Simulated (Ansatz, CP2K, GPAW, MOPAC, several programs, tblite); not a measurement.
**Sr2C from cheap methods to r2SCAN**

Aim: run Sr2C through methods of unlike cost and see what each gets, and at what price.

Program: MOPAC, CP2K, GPAW, Ansatz (versions at each run). Level of theory: no spin polarisation, static lattice; gaps from single points on the cell relaxed beforehand with r²SCAN. These are calculated values, not measurements.

9 further runs of the same task are left out: 5 for a known fault of the program, 4 set aside as unsound or not needed.

### 1 Starting point

Symmetry: Fm-3m, No. 225, cubic system. Conventional cell: a = 6.720 Å, b = 6.720 Å, c = 6.720 Å, α = 90.00°, β = 90.00°, γ = 90.00°. Around C (site symmetry m-3m) lie 8 Sr at 2.91 Å. Around Sr (site symmetry -43m) lie 4 C at 2.91 Å.

As a file:

```
CELL_PARAMETERS angstrom
0.00000 3.36014 3.36014
3.36014 0.00000 3.36014
3.36014 3.36014 0.00000
ATOMIC_POSITIONS crystal
C 0.00000 0.00000 0.00000
Sr 0.25000 0.25000 0.25000
Sr 0.75000 0.75000 0.75000
```

The structure type (antifluorite) is imposed and need not be the compound's stable one.

**Question.** The methods are PM6, PM7, PBE/DZVP, PBE/single-zeta, PBE/SZV, coarse PBE, PBE, r2SCAN. What gap does r2SCAN give on this cell, and which other methods (full PBE left aside) come nearest to r2SCAN and farthest in gap?

| quantity | value |
| --- | --- |
| r2SCAN | gap 0.07 eV, 25.29 Å³/atom, B₀ 38 GPa |
| gap: nearest and farthest of the other methods | PBE/DZVP, PBE/single-zeta, PBE/SZV, coarse PBE (about 0.07 eV off); PM6 (+4.07 eV) |

**Reading.** For the gap (full PBE left aside), PBE/DZVP, PBE/single-zeta, PBE/SZV, coarse PBE tie for nearest to r2SCAN, all without the gap that it finds; PM6 is farthest. A minimal basis or a coarse cutoff and mesh shifts results by its own error, so closeness to r2SCAN can be chance. Cluster runs see only the k-points that fold onto the zone centre, so their gaps can miss the band edges. PM7 ended in an unphysical state and is left out of the comparison. No volume is given for PM6, PBE/single-zeta, PBE/SZV, coarse PBE, which can hide a larger miss. Overlaps count as a gap of zero in the misses; they are PBE/SZV -0.19, coarse PBE -0.11, PBE -0.11 eV. CPU times run from 0.77 s (coarse PBE) to 60 s (PBE/single-zeta). On this cell PM7, PBE/DZVP, PBE/single-zeta, PBE/SZV cost more than r2SCAN itself (5.3 s), so they are no saving here. PBE/SZV, coarse PBE, PBE disagree with r2SCAN even on whether there is a gap. r2SCAN is a yardstick, not the truth.
